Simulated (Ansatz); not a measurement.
# ClTi: the cost of one run

Computed with Ansatz 0.2.0, Gaussian basis. Level: def2-TZVPP, core rule «outside noble gas», up to 14 orbitals frozen.

Plan: UHF; ROHF; CCSD(T) on UHF.

### 1 What is computed

The geometry is a PBE0/def2-TZVP stationary point (not a proven minimum) of the parent state, kept for this charge and spin.

2 atoms, charge 0, spin multiplicity 8.

Atoms are counted from 1 here; the program's logs count them from 0.

No contacts short enough for the rule that draws bonds.

### 2 UHF

in.yaml

```yaml
crystal:
  periodic: [false, false, false]
  atoms:
    - {symbol: Ti, position_ang: [0.000000, 0.000000, 0.000000]}
    - {symbol: Cl, position_ang: [0.000000, 0.000000, 3.280600]}
basis:
  gaussian: {orbitals: def2-TZVPP}
magnetization: {spin_polarized: true, initial_magnetization: 7}
hamiltonian: {xc: hf}
output: {orbitals: {seedname: orbitals}}
```

Command:

```
> ansatz run in.yaml --threads 1 --pin off --events-out ev --progress --plain --max-ram 2816MiB --backend cpu
```

Q: Estimate wall time and peak memory on 1 thread of AMD EPYC 7R13, shared host.

About 2.1 min, with a peak of 0.35 GiB.
